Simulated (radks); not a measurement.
# Ionisation of Tb⁺: one atom, several choices of exchange strength α

Aim: the ionisation energy of Tb⁺ ([Xe] 4f9 6s1) to Tb²⁺ ([Xe] 4f9) for each choice of exchange strength α, and which comes nearest the tabulated value.

Program: radks (a radial shooting solver on a logarithmic mesh, Libxc functionals) version 1. Level of theory: Dirac Kohn-Sham, spin-unpolarised, spherical densities, finite nucleus; open shells are shared between the two j in proportion to 2j + 1. These are calculated values, not measurements, unless marked.

### 1 The system

| Property | Result |
| --- | --- |
| element | terbium (Z = 65) |
| charge | +1 |
| electrons | 64 |
| configuration | [Xe] 4f9 6s1 |
| ion | Tb²⁺, [Xe] 4f9 |
| choices | α = 0.571; α = 0.632; α = 0.667; α = 0.738; α = 0.971; α = 0.992 |

Outer shells as boxes (Hund's rule):

Tb⁺
```
[Xe] core
4f [↑↓][↑↓][↑ ][↑ ][↑ ][↑ ][↑ ]
6s [↑ ]
```

Tb²⁺
```
[Xe] core
4f [↑↓][↑↓][↑ ][↑ ][↑ ][↑ ][↑ ]
```

### 2 α = 0.571: Tb⁺

Input:

```text
Z 65
configuration [Xe] 4f9 6s1
relativity Dirac
functional xalpha 0.571
spin unpolarised
j_filling average
nucleus finite rms 5.06 fm
c 137.035999084
```

### 3 α = 0.571: Tb²⁺

Settings, as their differences from step 2:

```diff
@@ -1,3 +1,3 @@
 Z 65
-configuration [Xe] 4f9 6s1
+configuration [Xe] 4f9
 relativity Dirac
```

### 4 α = 0.632: Tb⁺

Input:

```text
Z 65
configuration [Xe] 4f9 6s1
relativity Dirac
functional xalpha 0.632
spin unpolarised
j_filling average
nucleus finite rms 5.06 fm
c 137.035999084
```

### 5 α = 0.632: Tb²⁺

Settings, as their differences from step 4:

```diff
@@ -1,3 +1,3 @@
 Z 65
-configuration [Xe] 4f9 6s1
+configuration [Xe] 4f9
 relativity Dirac
```

### 6 α = 0.667: Tb⁺

Input:

```text
Z 65
configuration [Xe] 4f9 6s1
relativity Dirac
functional xalpha 0.667
spin unpolarised
j_filling average
nucleus finite rms 5.06 fm
c 137.035999084
```

### 7 α = 0.667: Tb²⁺

Settings, as their differences from step 6:

```diff
@@ -1,3 +1,3 @@
 Z 65
-configuration [Xe] 4f9 6s1
+configuration [Xe] 4f9
 relativity Dirac
```

### 8 α = 0.738: Tb⁺

Input:

```text
Z 65
configuration [Xe] 4f9 6s1
relativity Dirac
functional xalpha 0.738
spin unpolarised
j_filling average
nucleus finite rms 5.06 fm
c 137.035999084
```

### 9 α = 0.738: Tb²⁺

Settings, as their differences from step 8:

```diff
@@ -1,3 +1,3 @@
 Z 65
-configuration [Xe] 4f9 6s1
+configuration [Xe] 4f9
 relativity Dirac
```

### 10 α = 0.971: Tb⁺

Input:

```text
Z 65
configuration [Xe] 4f9 6s1
relativity Dirac
functional xalpha 0.971
spin unpolarised
j_filling average
nucleus finite rms 5.06 fm
c 137.035999084
```

### 11 α = 0.971: Tb²⁺

Settings, as their differences from step 10:

```diff
@@ -1,3 +1,3 @@
 Z 65
-configuration [Xe] 4f9 6s1
+configuration [Xe] 4f9
 relativity Dirac
```

### 12 α = 0.992: Tb⁺

Input:

```text
Z 65
configuration [Xe] 4f9 6s1
relativity Dirac
functional xalpha 0.992
spin unpolarised
j_filling average
nucleus finite rms 5.06 fm
c 137.035999084
```

### 13 α = 0.992: Tb²⁺

Settings, as their differences from step 12:

```diff
@@ -1,3 +1,3 @@
 Z 65
-configuration [Xe] 4f9 6s1
+configuration [Xe] 4f9
 relativity Dirac
```

What does the calculation give? Wanted: for each run, exchange strength α; E(Tb⁺); Δ-SCF; −ε(HOMO); <r> HOMO; error.

**Answer**, as computed:

```tsv
exchange strength α	E(Tb⁺) (hartree)	Δ-SCF (eV)	−ε(HOMO) (eV)	<r> HOMO (bohr)	error (eV)
α = 0.571	-11668.7347	10.407	5.990	0.9506	-1.11
α = 0.632	-11690.8939	10.690	7.145	0.9291	-0.82
α = 0.667	-11703.6287	10.857	7.847	0.9179	-0.66
α = 0.738	-11729.5084	11.203	8.471	3.739	-0.31
α = 0.971	-11814.8673	12.406	9.714	3.557	+0.89
α = 0.992	-11822.5928	12.519	9.831	3.541	+1.01
```

In words: The NIST Atomic Spectra Database lists 11.51 eV (semi-empirical). Nearest is α = 0.738 (-0.31 eV off), farthest α = 0.571 (-1.11 eV). The ionisation energies span 2.11 eV, the total energies of Tb⁺ 4187 eV: most of the change in the total cancels in the difference. α = 2/3 is LDA exchange; there is no correlation term. The tabulated value is met near α = 0.80. Spin polarisation and multiplet splitting are left out, so open shells lie too high by an amount that depends on their filling. Sharing an open shell by 2j + 1 raises it above the true ground level by a part of the spin-orbit splitting, which enters the differences from NIST. The highest level changes shell from one choice to another, so −ε(HOMO) and Δ-SCF need not concern the same electron.
